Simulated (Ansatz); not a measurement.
# Alloy of Si and C (2 of 64 Si sites exchanged), 64 atoms

How does this alloy cell relax, and what gap do PBEsol and HSE06 give?

All numbers are computed with Ansatz 0.2.0 (PAW, plane waves).

**1. The system as built**

64 atoms (62 Si, 2 C); a = 10.753 Å, b = 10.753 Å, c = 10.753 Å, α = 90.00°, β = 90.00°, γ = 90.00°. All atoms were shaken off their sites by about 0.02 Å along each axis.

The runs, in order: (2) PBEsol cell relaxation at the single k point (¼, ¼, ¼), on 1 × NVIDIA H100 80GB HBM3 with 2 threads of AMD EPYC 7R13; (3) HSE06 single point at the Γ point alone, on 1 × NVIDIA H100 80GB HBM3 with 2 threads of AMD EPYC 7R13.

**2. Relaxing cell and atoms with PBEsol**

Contents of in.yaml:

```yaml
crystal:
  lattice:
    - [10.752840, 0.000000, 0.000000]
    - [0.000000, 10.752840, 0.000000]
    - [0.000000, 0.000000, 10.752840]
  atoms:
    - { symbol: Si, position: [0.000015, 0.999205, 0.996679] }
    - { symbol: Si, position: [0.000659, 0.502007, 0.999066] }
    - { symbol: Si, position: [0.999169, 0.496543, 0.500930] }
    - { symbol: Si, position: [0.500402, 0.999559, 0.996363] }
    - { symbol: Si, position: [0.499408, 0.000867, 0.498314] }
    - { symbol: Si, position: [0.499666, 0.504046, 0.998828] }
    - { symbol: Si, position: [0.498197, 0.502581, 0.500419] }
    - { symbol: Si, position: [0.123118, 0.123753, 0.122894] }
    - { symbol: Si, position: [0.122944, 0.123839, 0.625161] }
    - { symbol: Si, position: [0.127124, 0.624266, 0.124904] }
    - { symbol: Si, position: [0.126576, 0.628002, 0.627764] }
    - { symbol: Si, position: [0.625616, 0.125972, 0.125773] }
    - { symbol: Si, position: [0.619574, 0.126210, 0.628683] }
    - { symbol: Si, position: [0.624833, 0.623426, 0.124901] }
    - { symbol: Si, position: [0.623966, 0.629536, 0.625481] }
    - { symbol: Si, position: [0.249184, 0.248620, 0.003891] }
    - { symbol: Si, position: [0.249271, 0.251870, 0.500425] }
    - { symbol: Si, position: [0.248064, 0.755319, 0.998053] }
    - { symbol: Si, position: [0.252459, 0.750503, 0.498912] }
    - { symbol: Si, position: [0.753257, 0.248559, 0.998903] }
    - { symbol: Si, position: [0.753230, 0.249084, 0.500974] }
    - { symbol: Si, position: [0.749170, 0.749544, 0.001430] }
    - { symbol: Si, position: [0.752715, 0.748411, 0.497077] }
    - { symbol: Si, position: [0.376438, 0.378551, 0.125778] }
    - { symbol: Si, position: [0.374569, 0.373686, 0.625216] }
    - { symbol: Si, position: [0.372446, 0.876819, 0.125166] }
    - { symbol: Si, position: [0.375219, 0.873001, 0.624683] }
    - { symbol: Si, position: [0.874338, 0.374835, 0.127577] }
    - { symbol: Si, position: [0.877490, 0.372235, 0.625399] }
    - { symbol: Si, position: [0.876438, 0.876418, 0.127364] }
    - { symbol: Si, position: [0.872792, 0.874274, 0.627840] }
    - { symbol: Si, position: [0.250004, 0.000363, 0.251203] }
    - { symbol: Si, position: [0.253115, 0.998559, 0.746438] }
    - { symbol: Si, position: [0.249110, 0.499771, 0.251379] }
    - { symbol: Si, position: [0.249262, 0.498960, 0.750066] }
    - { symbol: Si, position: [0.748662, 0.000934, 0.248728] }
    - { symbol: Si, position: [0.748546, 0.999671, 0.749663] }
    - { symbol: Si, position: [0.750396, 0.500399, 0.248612] }
    - { symbol: Si, position: [0.751773, 0.499389, 0.750458] }
    - { symbol: Si, position: [0.371844, 0.123258, 0.376426] }
    - { symbol: Si, position: [0.374609, 0.123199, 0.874858] }
    - { symbol: Si, position: [0.376204, 0.622465, 0.380782] }
    - { symbol: Si, position: [0.375155, 0.626951, 0.872125] }
    - { symbol: Si, position: [0.876324, 0.124093, 0.377106] }
    - { symbol: Si, position: [0.874527, 0.122600, 0.872901] }
    - { symbol: Si, position: [0.873172, 0.625805, 0.377325] }
    - { symbol: Si, position: [0.876972, 0.624363, 0.877275] }
    - { symbol: Si, position: [0.000093, 0.249193, 0.248984] }
    - { symbol: Si, position: [0.999917, 0.246598, 0.751041] }
    - { symbol: Si, position: [0.997843, 0.752240, 0.250737] }
    - { symbol: Si, position: [0.001264, 0.748484, 0.751457] }
    - { symbol: Si, position: [0.499846, 0.247388, 0.247621] }
    - { symbol: Si, position: [0.506291, 0.749820, 0.250095] }
    - { symbol: Si, position: [0.500933, 0.750956, 0.751815] }
    - { symbol: Si, position: [0.125237, 0.374181, 0.374437] }
    - { symbol: Si, position: [0.126592, 0.373265, 0.880049] }
    - { symbol: Si, position: [0.124998, 0.878181, 0.372555] }
    - { symbol: Si, position: [0.122401, 0.874941, 0.876823] }
    - { symbol: Si, position: [0.624735, 0.372461, 0.374323] }
    - { symbol: Si, position: [0.624866, 0.374098, 0.874919] }
    - { symbol: Si, position: [0.626049, 0.873135, 0.376326] }
    - { symbol: Si, position: [0.624325, 0.880076, 0.875844] }
    - { symbol: C, position: [0.997440, 0.999400, 0.501604] }
    - { symbol: C, position: [0.505001, 0.250348, 0.753357] }
  symmetry: { detect: false }
kpoints:
  mp_grid: { grid: [1, 1, 1], shift: [0.25, 0.25, 0.25] }
hamiltonian:
  xc: pbesol
scf:
  occupations: { method: fermi_dirac, width: 0.01 }
relax:
  f_tol: 0.03
  max_steps: 80
  escape_saddle: false
  adjacent_minimum: "off"
  cell: { fix: [shape] }
output:
  forces: true
  eigenvalues: true
  populations: true
```

Started as:

```
> ansatz run in.yaml --threads 2 --pin off --max-ram 19000MiB --runs-dir r --events-out ev --progress --plain --backend cuda --devices 0, --max-vram 18GiB
```

After this run come: HSE06 on the final geometry.

What does the calculation give? Wanted: for each run, top filled to lowest empty.

As calculated:

| level | time | k points | top filled to lowest empty (eV) |
| --- | --- | --- | --- |
| PBEsol, relaxation | 18 s (GPU) | (¼, ¼, ¼) | 0.96 |
| HSE06 | 42 s (GPU) | Γ | 1.14 |

| quantity | value |
| --- | --- |
| relaxation | 7 recorded steps, 4.78 eV gained |
| largest shift | 0.36 Å (Si31) |
| relaxed cell | a = 10.725 Å, b = 10.725 Å, c = 10.725 Å, α = 90.00°, β = 90.00°, γ = 90.00° |
| mean bonds | C–Si 1.986, Si–Si 2.348 Å |

**What this shows.** Relaxation gains 4.78 eV, with shifts up to 0.36 Å (Si31), while the volume changes by -0.8 %. The mean lengths of the listed bonds run from C–Si 1.99 Å to Si–Si 2.35 Å. The relaxation ran on other k points, so part of any difference from the later rows can come from the mesh. With one k point the spacing samples only the states that fold onto it, so it can exceed the gap over the zone.
